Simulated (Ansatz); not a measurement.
# quartet GeSiH4F at 5 levels

Wanted: a comparison of 5 runs (UHF/STO-3G, U-r2SCAN/def2-SVPD, UB3LYP/def2-SVPD, UMP2/def2-SVPD, UCCSD/def2-SVPD) of quartet GeSiH4F. 

The calculation is run with Ansatz 0.2.0.

33 further runs of the same task are left out: 33 set aside as unsound or not needed. Runs told in other sessions of the task aren't counted.

## Step 1: The molecule

GeSiH4F has 7 atoms, charge 0, and is taken as a quartet. As SMILES of the parent species, `F[SiH][GeH3]`. Geometry: relaxed at PBE0-D4/def2-TZVP. That shape belongs to the parent species and isn't relaxed for this state.

Bond lengths: F1–Si2 1.610 Å, Si2–Ge3 2.386 Å, Si2–H4 1.494 Å, Ge3–H5 1.538 Å, Ge3–H6 1.535 Å, Ge3–H7 1.540 Å. Angles: F1–Si2–Ge3 110.1°, F1–Si2–H4 106.6°, Ge3–Si2–H4 113.1°, Si2–Ge3–H5 107.6°, Si2–Ge3–H6 109.9°, Si2–Ge3–H7 112.2°, H5–Ge3–H6 109.0°, H5–Ge3–H7 109.1°, H6–Ge3–H7 109.0°.

## Step 2: The energy at UHF/STO-3G (run 1)

The input, in.yaml:

```yaml
basis:
  gaussian:
    orbitals: STO-3G
crystal:
  periodic: [false, false, false]
  atoms:
    - {symbol: F, position_ang: [-0.828200, -1.797600, 1.409500]}
    - {symbol: Si, position_ang: [-0.880400, -1.140500, -0.059400]}
    - {symbol: Ge, position_ang: [0.333800, 0.913400, -0.081600]}
    - {symbol: H, position_ang: [-0.325400, -2.158700, -1.001700]}
    - {symbol: H, position_ang: [0.289700, 1.465200, -1.516000]}
    - {symbol: H, position_ang: [-0.331000, 1.924700, 0.863100]}
    - {symbol: H, position_ang: [1.802700, 0.725500, 0.340400]}
magnetization:
  spin_polarized: true
  initial_magnetization: 3
hamiltonian:
  xc: hf
accuracy: high
output: {orbitals: {seedname: orbitals}}
```

Started as:

```sh
$ ansatz run in.yaml --threads 1 --pin off --max-ram 3480MiB --events-out events.jsonl --progress --plain --runs-dir runs
```

What it wrote:

```text
Warning: RAYON_NUM_THREADS=1 ignored (pool sized by the plan → 1); use --threads N
Functional definition: HF
  name "HF"
  exchange = exact_x
  correlation = 0
597 factors; integrals over basis functions are off by at most 2.0e-8 eV
mean field evaluation 1: about -66320.4769 eV, gradient 1.1e1 eV
mean field evaluation 2: about -66320.5994 eV, gradient 1.1e1 eV
mean field evaluation 4: about -66322.7073 eV, gradient 2.7e0 eV
mean field evaluation 8: about -66323.4366 eV, gradient 8.5e-1 eV
mean field evaluation 16: about -66323.7555 eV, gradient 4.5e-5 eV
mean field evaluation 32: about -66323.6529 eV, gradient 8.7e-1 eV
mean field evaluation 64: about -66323.7996 eV, gradient 8.7e-1 eV
mean field evaluation 96: about -66323.9050 eV, gradient 3.0e-1 eV
mean field evaluation 128: about -66323.3024 eV, gradient 9.0e-1 eV
mean field evaluation 160: about -66324.0140 eV, gradient 1.1e0 eV
mean field evaluation 192: about -66323.3327 eV, gradient 2.8e-6 eV
mean field -66324.03848447 eV, -2437.3634582564 hartree, gradient 2.3e-8 eV, S^2 3.752306; 6 other end points of the search recorded, 0 dependent functions left out
reference -66324.03848447 eV, -2437.3634582564 hartree; 31, 28 occupied and 5, 8 virtual orbitals, 597 factors
Total energy: -66324.03848447 eV, -2437.3634582564 hartree
```

Run time: 4.2 s. Hardware: 1 thread of Arm Neoverse N1, shared host; peak memory 0.11 GiB.

## Step 3: The energy at U-r2SCAN/def2-SVPD (run 2)

The input, in.yaml:

```yaml
basis:
  gaussian: {orbitals: def2-SVPD}
crystal:
  periodic: [false, false, false]
  atoms:
    - symbol: F
      position_ang: [-0.828200, -1.797600, 1.409500]
    - symbol: Si
      position_ang: [-0.880400, -1.140500, -0.059400]
    - symbol: Ge
      position_ang: [0.333800, 0.913400, -0.081600]
    - symbol: H
      position_ang: [-0.325400, -2.158700, -1.001700]
    - symbol: H
      position_ang: [0.289700, 1.465200, -1.516000]
    - symbol: H
      position_ang: [-0.331000, 1.924700, 0.863100]
    - symbol: H
      position_ang: [1.802700, 0.725500, 0.340400]
total_charge: 0
magnetization: {spin_polarized: true, initial_magnetization: 3}
hamiltonian: {xc: r2scan}
accuracy: high
output: {orbitals: {seedname: orbitals}}
```

Started as:

```sh
$ ansatz run in.yaml --threads 1 --pin off --max-ram 3480MiB --events-out events.jsonl --progress --plain --runs-dir runs
```

What it wrote:

```text
Warning: RAYON_NUM_THREADS=1 ignored (pool sized by the plan → 1); use --threads N
Functional definition: r2SCAN
  name "r2SCAN"
  parameter k0 = 0.174
  parameter k1 = 0.065
  parameter a1 = 4.9479
  exchange = r2scan_x(k0 = k0, k1 = k1, a1 = a1)
  correlation = r2scan_c
2290 factors; integrals over basis functions are off by at most 4.5e-9 eV
mean field evaluation 1: about -67156.6178 eV, gradient 2.5e1 eV
mean field evaluation 2: about -67137.2000 eV, gradient 7.4e1 eV
mean field evaluation 4: about -67158.6308 eV, gradient 2.5e0 eV
mean field evaluation 8: about -67158.6661 eV, gradient 2.5e-1 eV
mean field evaluation 16: about -67158.6667 eV, gradient 3.9e-4 eV
mean field evaluation 32: about -67155.4647 eV, gradient 1.1e1 eV
mean field -67158.66665983 eV, -2468.0354779694 hartree, gradient 8.8e-8 eV, S^2 3.755913; 3 other end points of the search recorded, 0 dependent functions left out
reference -67158.66666439 eV, -2468.0354781371 hartree; 31, 28 occupied and 86, 89 virtual orbitals, 2290 factors
Total energy: -67158.66666439 eV, -2468.0354781371 hartree
```

Wall time 80 s (1 thread of Arm Neoverse N1, shared host); peak memory 0.57 GiB.

Run 3 isn't shown in full; the table further down has it.

## Step 4: The energy at UMP2/def2-SVPD (run 4)

The input, in.yaml:

```yaml
crystal:
  periodic: [false, false, false]
  atoms:
    - {symbol: F, position_ang: [-0.828200, -1.797600, 1.409500]}
    - {symbol: Si, position_ang: [-0.880400, -1.140500, -0.059400]}
    - {symbol: Ge, position_ang: [0.333800, 0.913400, -0.081600]}
    - {symbol: H, position_ang: [-0.325400, -2.158700, -1.001700]}
    - {symbol: H, position_ang: [0.289700, 1.465200, -1.516000]}
    - {symbol: H, position_ang: [-0.331000, 1.924700, 0.863100]}
    - {symbol: H, position_ang: [1.802700, 0.725500, 0.340400]}
basis:
  gaussian:
    orbitals: def2-SVPD
magnetization:
  spin_polarized: true
  initial_magnetization: 3
correlation:
  method: mp2
  frozen_orbitals: {F: 1, Ge: 9, H: 0, Si: 5}
accuracy: high
```

Started as:

```sh
$ ansatz run in.yaml --threads 1 --pin off --max-ram 3480MiB --events-out events.jsonl --progress --plain --runs-dir runs
```

What it wrote, cut to the lines that bear on the results:

```text
Warning: RAYON_NUM_THREADS=1 ignored (pool sized by the plan → 1); use --threads N
Functional definition: HF
  name "HF"
[...]
2290 factors; integrals over basis functions are off by at most 4.5e-9 eV
[...]
mean field -67087.71100433 eV, -2465.4279057252 hartree, gradient 4.9e-8 eV, S^2 3.760776; 5 other end points of the search recorded, 0 dependent functions left out
15 core orbitals not correlated: weight in the atoms' cores, before any rotation towards them, 1.000 or more for the frozen orbitals, at most 0.000 for the correlated occupied ones
reference -67087.71100433 eV, -2465.4279057252 hartree; 16, 13 occupied and 86, 89 virtual orbitals, 2290 factors
second order -14.00623390 eV of doubles, -0.00000000 eV of singles
Total energy: -67101.71723823 eV, -2465.9426253273 hartree
```

It took 22 s on 1 thread of Arm Neoverse N1, shared host; peak memory 0.49 GiB.

## Step 5: The energy at UCCSD/def2-SVPD (run 5)

The input, job.yaml:

```yaml
crystal:
  periodic: [false, false, false]
  atoms:
    - {symbol: F, position_ang: [-0.828200, -1.797600, 1.409500]}
    - {symbol: Si, position_ang: [-0.880400, -1.140500, -0.059400]}
    - {symbol: Ge, position_ang: [0.333800, 0.913400, -0.081600]}
    - {symbol: H, position_ang: [-0.325400, -2.158700, -1.001700]}
    - {symbol: H, position_ang: [0.289700, 1.465200, -1.516000]}
    - {symbol: H, position_ang: [-0.331000, 1.924700, 0.863100]}
    - {symbol: H, position_ang: [1.802700, 0.725500, 0.340400]}
basis:
  gaussian: {orbitals: def2-SVPD}
magnetization: {spin_polarized: true, initial_magnetization: 3}
accuracy: high
correlation: {method: ccsd, frozen_orbitals: {F: 1, Ge: 9, H: 0, Si: 5}}
scf: {omitted_lower_state_checks: [cluster_reference, increment]}
```

Started as:

```sh
$ ansatz run job.yaml --threads 1 --pin off --max-ram 3480MiB --events-out events.jsonl --progress --plain --runs-dir runs
```

What it wrote, cut to the lines that bear on the results:

```text
Warning: RAYON_NUM_THREADS=1 ignored (pool sized by the plan → 1); use --threads N
Functional definition: HF
  name "HF"
[...]
2290 factors; integrals over basis functions are off by at most 4.5e-9 eV
[...]
mean field -67087.71100433 eV, -2465.4279057252 hartree, gradient 4.9e-8 eV, S^2 3.760776; 5 other end points of the search recorded, 0 dependent functions left out
15 core orbitals not correlated: weight in the atoms' cores, before any rotation towards them, 1.000 or more for the frozen orbitals, at most 0.000 for the correlated occupied ones
reference -67087.71100433 eV, -2465.4279057252 hartree; 16, 13 occupied and 86, 89 virtual orbitals, 2290 factors
second order -14.00623390 eV of doubles, -0.00000000 eV of singles
cycle   1  -14.13831005 eV  change   -1.3e-1 eV  update   1.2e-1
[...]
cycle  36  -14.82816292 eV  change   -2.5e-9 eV  update   2.5e-9
Total energy: -67102.53916725 eV, -2465.9728306616 hartree
Checks for a lower state left out: cluster_reference, increment
```

Wall time 6.1 min (1 thread of Arm Neoverse N1, shared host); peak memory 2.1 GiB.

## Step 6: The series

```
run               level  frozen core orbitals   energy (Eh)   ⟨S²⟩  wall time
  1          UHF/STO-3G                     –  -2437.363458  3.752      4.2 s
  2  U-r2SCAN/def2-SVPD                     –  -2468.035478  3.756       80 s
  3    UB3LYP/def2-SVPD                     –  -2468.168028  3.754       57 s
  4      UMP2/def2-SVPD                    15  -2465.942625  3.761       22 s
  5     UCCSD/def2-SVPD                    15  -2465.972831  3.761    6.1 min
```

## Step 7: Summary of results

```
                                           quantity           value
                                run 5: total energy  -2465.97283 Eh
run 5: correlation energy (15 core orbitals frozen)      -544.9 mEh
           run 5: ⟨S²⟩ of the reference determinant           3.761
                               run 5: T1 diagnostic           0.024
```

Totals of different functionals can't be ranked against each other. In run 1 the basis is minimal, so the values are rough. All runs together took 8.8 min, the longest 6.1 min.
